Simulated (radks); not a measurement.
# Ta³⁺ in [Xe] 4f14 5d2: an all-electron calculation

An exercise on one series of results from a longer session: the logs are not shown, and one member is left open.

Method: scalar-relativistic Kohn-Sham, PBE, spin-unpolarised, spherical densities, finite nucleus. Code: radks (a radial shooting solver on a logarithmic mesh, Libxc functionals) version 1.

### What is computed

```
element            : tantalum (Z = 73)
charge             : +3
electrons          : 70
configuration      : [Xe] 4f14 5d2
nuclear rms radius : 5.3507 fm
```

The outer shells:

Ta³⁺
```
[Xe] core
4f [↑↓][↑↓][↑↓][↑↓][↑↓][↑↓][↑↓]
5d [↑ ][↑ ][  ][  ][  ]
```

The first run:

Input:

```text
Z 73
configuration [Xe] 4f14 5d2 6s0 6p0 5f0 6d0
relativity scalar-relativistic
functional pbe,pbe
spin unpolarised
nucleus finite rms 5.3507 fm
c 137.035999084
```

On the command line:

```
$ python run_ks.py task.json out
```

The same process makes all the runs of this session.

One table of the session follows, with a row left open; its other results are not shown here.

It belongs to the step «Orbitals and density». Sizes of the orbitals, from the radial functions (bohr):

```
level      <r>  outermost maximum (interpolated)  90 % within  nodes
   1s  0.01867                            0.0117       0.0340      0
   2s        ?                                 ?            ?      ?
   2p  0.07057                            0.0548        0.115      0
   3s   0.2048                             0.189        0.300      2
   3p   0.2049                             0.187        0.306      1
   3d   0.1856                             0.152        0.288      0
   4s   0.4588                             0.429        0.659      3
   4p   0.4877                             0.450        0.709      2
   4d   0.5231                             0.461        0.785      1
   5s    1.096                             0.988         1.58      4
   5p    1.278                              1.12         1.86      3
   4f   0.6372                             0.441         1.07      0
   5d    1.842                              1.50         2.81      2
   6s    2.692                              2.45         3.83      5
   6p    3.246                              2.98         4.62      4
```

Q: Estimate the row for 2s from the others.

**Answer.** <r>: 0.07896; outermost maximum (interpolated): 0.0669; 90 % within: 0.122; nodes: 1. In the column «<r>» it lies between 2p (0.07057) and 3d (0.1856).

To keep in mind: Spin polarisation and multiplet splitting are left out.
